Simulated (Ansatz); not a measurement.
# Al2F2H4O2: up Jacob's ladder to CCSD(T)

One table from this session's results is given with a row withheld; the runs are named, their logs left out.

Method: functionals in def2-TZVPP, the program's frozen cores in correlated methods; program: Ansatz 0.2.0, Gaussian basis.

The runs, in order: LDA (SPW92), PBE-D4, revPBE-D4, BLYP-D4, r2SCAN-D4, B97M-V, PBE0-D4, B3LYP-D4, r2SCANh-D4, r2SCAN0-D4, HSE06-D4, BHLYP-D4, CAM-B3LYP-D4, LC-ωPBE, ωB97X-V, ωB97M-V, B2PLYP, PBE-QIDH; CCSD(T)/def2-SVP; CCSD(T)/def2-TZVPP; MP2/def2-QZVPP; extrapolation to the limit; RPA on PBE.

## The relaxed structure

An earlier PBE0-D4 in a triple-zeta def2 set relaxation fixed the geometry.

SMILES `[F][Al@H-]1[OH+][Al@@H-]([F])[OH+]1`, 10 atoms, charge 0, spin multiplicity 1.

Atoms are counted from 1 here; the program's logs count them from 0.

Bond lengths: F1–Al2 1.654 Å, Al2–O3 1.841 Å, Al2–O6 1.839 Å, Al2–H7 1.570 Å, O3–Al4 1.841 Å, O3–H8 0.958 Å, Al4–F5 1.654 Å, Al4–O6 1.839 Å, Al4–H9 1.570 Å, O6–H10 0.956 Å. Angles: F1–Al2–O3 108.5°, F1–Al2–O6 113.0°, F1–Al2–H7 118.8°, O3–Al2–O6 81.1°, O3–Al2–H7 116.6°, O6–Al2–H7 113.0°, Al2–O3–Al4 98.8°, Al2–O3–H8 123.3°, Al4–O3–H8 123.3°, O3–Al4–F5 108.5°, O3–Al4–O6 81.1°, O3–Al4–H9 116.6°, F5–Al4–O6 113.0°, F5–Al4–H9 118.8°, O6–Al4–H9 113.0°, Al2–O6–Al4 99.0°, Al2–O6–H10 128.1°, Al4–O6–H10 128.1°.

Set-up of the first run:

File in.yaml:

```yaml
crystal:
  periodic: [false, false, false]
  atoms:
    - {symbol: F, position_ang: [0.371249, -1.174799, -2.273283]}
    - {symbol: Al, position_ang: [0.953288, -0.580551, -0.844165]}
    - {symbol: O, position_ang: [-0.197901, -1.074057, 0.505683]}
    - {symbol: Al, position_ang: [-0.881221, 0.586024, 0.915665]}
    - {symbol: F, position_ang: [-2.467112, 0.630141, 0.449531]}
    - {symbol: O, position_ang: [0.276224, 1.076849, -0.425880]}
    - {symbol: H, position_ang: [2.488308, -0.709567, -0.541960]}
    - {symbol: H, position_ang: [-0.731484, -1.869345, 0.476629]}
    - {symbol: H, position_ang: [-0.488012, 1.183230, 2.313159]}
    - {symbol: H, position_ang: [0.676662, 1.932085, -0.575378]}
basis:
  gaussian: {orbitals: def2-TZVPP}
hamiltonian: {xc: lda}
output: {orbitals: {seedname: orbitals}}
```

Started as:

```sh
$ ansatz run in.yaml --threads 4 --pin off --events-out ev --progress --plain --max-ram 10444MiB
```

Steps of the session up to this table: LDA; PBE-D4 (GGA); revPBE-D4 (GGA); BLYP-D4 (GGA); r2SCAN-D4 (meta-GGA); B97M-V (meta-GGA); PBE0-D4 (hybrid); B3LYP-D4 (hybrid); r2SCANh-D4 (hybrid); r2SCAN0-D4 (hybrid); HSE06-D4 (hybrid); BHLYP-D4 (hybrid); CAM-B3LYP-D4 (range-separated); LC-ωPBE (range-separated); ωB97X-V (range-separated); ωB97M-V (range-separated); B2PLYP (double hybrid); PBE-QIDH (double hybrid).

One table of the session follows, with a row left open; its other results are not shown here.

It belongs to the step «Orbital energies across the functionals». 

```
  functional  HOMO (eV)  gap (eV)
 LDA (SPW92)      -7.70      6.46
      PBE-D4      -7.62      6.56
   revPBE-D4      -7.57      6.60
     BLYP-D4      -7.54      6.48
   r2SCAN-D4      -7.97      7.50
      B97M-V      -8.03      7.17
     PBE0-D4      -9.03      8.79
    B3LYP-D4      -8.83      8.28
  r2SCANh-D4      -8.49      8.26
  r2SCAN0-D4      -9.26      9.38
    HSE06-D4      -8.62      8.02
    BHLYP-D4     -10.39     10.79
CAM-B3LYP-D4          ?         ?
     LC-ωPBE     -11.90     13.68
     ωB97X-V     -11.53     13.14
     ωB97M-V     -11.31     12.49
```

Q: Estimate the row for CAM-B3LYP-D4 from the others.

As computed: HOMO (eV): -10.50; gap (eV): 11.04. In the column «HOMO (eV)» it lies between ωB97M-V (-11.31) and BHLYP-D4 (-10.39).
